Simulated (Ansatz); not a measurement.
# ZrF: the cost of one run

Program: Ansatz 0.2.0. Level of theory: DFT PBE, scalar-relativistic, plane waves, PAW. These are calculated values, not measurements.

### 1 The system as given

It takes space group P6_3mc (No. 186, hexagonal). Conventional cell: a = 3.492 Å, b = 3.492 Å, c = 5.593 Å, α = 90.00°, β = 90.00°, γ = 120.00°. Around Zr (site symmetry 3m) lie 4 F at 2.12 to 2.14 Å. F (site symmetry 3m) has 4 Zr at 2.12 to 2.14 Å as nearest neighbours.

Coordinates:

```cif
data_structure
_symmetry_space_group_name_H-M 'P 1'
_symmetry_Int_Tables_number 1
_cell_length_a 3.4924
_cell_length_b 3.4924
_cell_length_c 5.5929
_cell_angle_alpha 90.000
_cell_angle_beta 90.000
_cell_angle_gamma 120.000
_cell_volume 59.08
loop_
_atom_site_label
_atom_site_type_symbol
_atom_site_fract_x
_atom_site_fract_y
_atom_site_fract_z
_atom_site_occupancy
Zr1 Zr 0.33333 0.66667 0.00000 1
Zr2 Zr 0.66667 0.33333 0.50000 1
F1 F 0.33333 0.66667 0.38210 1
F2 F 0.66667 0.33333 0.88210 1
```

(A quick probe on a coarse mesh, which set the mesh and smearing, is not shown.)

### 3 Coarse relaxation

File input.yaml:

```yaml
crystal:
  lattice:
    - [3.4923886154, 0.0, 0.0]
    - [-1.7461943077, 3.0244972608, 0.0]
    - [0.0, 0.0, 5.5929399317]
  atoms:
    - { symbol: Zr, position: [0.3333333333, 0.6666666667, 0.0] }
    - { symbol: Zr, position: [0.6666666667, 0.3333333333, 0.5] }
    - { symbol: F, position: [0.3333333333, 0.6666666667, 0.3821] }
    - { symbol: F, position: [0.6666666667, 0.3333333333, 0.8821] }
basis:
  ecutwfc: 420
kpoints:
  mp_grid: { grid: [6, 6, 4] }
hamiltonian:
  xc: pbe
scf:
  occupations: { method: gaussian, width: 0.1 }
  lower_state_search: "off"
output:
  forces: true
  stress: true
  eigenvalues: true
relax:
  adjacent_minimum: "off"
  f_tol: 0.04
  max_steps: 70
  cell: { stress_tol: 0.4 }
```

On the command line:

```
$ ansatz run input.yaml --threads 1 --pin off --max-ram 2560MiB --backend cpu --events-out ev --progress --plain --runs-dir out
```

**Question.** How long does this run take on 1 thread of Arm Neoverse V2, shared host, and how much memory does it need?

About 48 s, with a peak of 0.35 GiB.
